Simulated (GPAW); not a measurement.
Crystal: RuAu.

```
CELL_PARAMETERS angstrom
3.16481 0.00000 0.00000
0.00000 3.16481 0.00000
0.00000 0.00000 3.16481
ATOMIC_POSITIONS crystal
Ru 0.00000 0.00000 0.00000
Au 0.50000 0.50000 0.50000
```

The cell was built by a generator and needn't be a form met in nature.

Base run:

```yaml
Program: GPAW 26.7.0
Functional: PBE
Potentials_or_basis: GPAW PAW data sets (gpaw-data 1.2.1)
Cutoff: 600 eV
Basis: pw
k_mesh: 8 × 8 × 8
Occupations: fermi-dirac, width 0.05 eV
Spin: no spin polarisation
```

Its results: pressure 2.0 GPa.

**Question.** The run is repeated on the same cell with these changes: potentials or basis from GPAW PAW data sets (gpaw-data 1.2.1) to GPAW PAW data sets (gpaw-data 1.2.1), other valence; valence electrons from 27 to 19. What comes out?

**Answer.** Pressure 4.6 GPa.

Caveats: with this Au data set, volumes or pressures lay over 1.5 % or 2 GPa off other programs in two to four cells of ten.
